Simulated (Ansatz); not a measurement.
This script makes an equation of state with a fit of TiOs, space group Pm-3m with Ansatz 0.2.0, Python API.

`tios_eos.py`:
```python
"""Energy against volume for TiOs, with a fit."""

import warnings

import ansatz as az
from ase.eos import EquationOfState
from ase.units import GPa
import numpy as np

XC = "r2SCAN"
SMEARING_WIDTH = 0.05
CUTOFF_EV = 600
KGRID = (9, 9, 9)

vectors0 = np.array([
    [3.08, 0.0, 0.0],
    [0.0, 3.08, 0.0],
    [0.0, 0.0, 3.08],
])
sites = [
    ("Ti", (0.5, 0.5, 0.5)),
    ("Os", (0.0, 0.0, 0.0)),
]


def crystal_on(cell):
    crystal = az.Crystal(lattice=az.Lattice.of(cell))
    for symbol, position in sites:
        crystal = crystal.atom(symbol, position)
    return crystal

warnings.simplefilter("ignore", az.DeckWarning)

# scale the volume, keep shape and fractions
volumes, energies, pressures = [], [], []
for scale in np.linspace(0.88, 1.12, 7):
    cell = vectors0 * scale ** (1 / 3)
    calc = (
        crystal_on(cell).calculation()
        .functional(XC)
        .occupations(az.OccupationsMethod.FERMI_DIRAC, width=SMEARING_WIDTH)
        .pseudopotentials("paw")
        .basis(CUTOFF_EV)
        .kpoints(*KGRID)
        .stress()
    )
    summary = calc.run(threads=1, backend="cpu").report
    volumes.append(abs(np.linalg.det(cell)) / len(sites))
    energies.append(summary["free_energy_ev"] / len(sites))
    pressures.append(np.trace(summary["stress_gpa"]) / 3)
    print(f"V = {volumes[-1]:8.4f} A^3/atom  F = {energies[-1]:.5f} eV/atom  P = {pressures[-1]:8.3f} GPa")

eos = EquationOfState(volumes, energies, eos="birchmurnaghan")
v0, e0, bulk = eos.fit()
print(f"V0 = {v0:.4f} A^3/atom, E0 = {e0:.5f} eV/atom, B = {bulk / GPa:.1f} GPa")
eos.plot("eos.png")
```

Where does the minimum lie against the volume typed, and how stiff is the crystal?

A third-order Birch-Murnaghan fit through the 7 points has its minimum at 14.63 Å³ an atom, 0.2 % above the typed cell, with a bulk modulus of 260 GPa. From that minimum the energy rises by 219.0 meV an atom on the compressed side and 136.7 meV on the expanded side.

The output:

```console
$ python tios_eos.py
V =  12.8560 A^3/atom  F = -6951.59322 eV/atom  P =   44.216 GPa
V =  13.4403 A^3/atom  F = -6951.72074 eV/atom  P =   26.375 GPa
V =  14.0247 A^3/atom  F = -6951.78998 eV/atom  P =   12.102 GPa
V =  14.6091 A^3/atom  F = -6951.81223 eV/atom  P =    0.482 GPa
V =  15.1934 A^3/atom  F = -6951.79605 eV/atom  P =   -9.032 GPa
V =  15.7778 A^3/atom  F = -6951.74850 eV/atom  P =  -16.767 GPa
V =  16.3621 A^3/atom  F = -6951.67555 eV/atom  P =  -23.012 GPa
V0 = 14.6348 A^3/atom, E0 = -6951.81225 eV/atom, B = 260.2 GPa
```

Notes:
- Total energies depend on the potentials; only differences at equal settings carry meaning.
- The mesh is modest for a metal, so energies can be off by several to tens of meV an atom and pressures by half a GPa or more; differences at equal mesh fare better.
- Pressure is positive in compression.
- Spin-orbit coupling, which matters for elements this heavy, is left out.
- The structure is a deposited one; some such entries were measured under pressure or heat, so a shift against it needn't be the functional's error alone.
- It ran for 33 s on 1 thread of Intel(R) Xeon(R) Processor @ 2.30GHz, with other jobs on the host, peak memory 0.63 GiB.
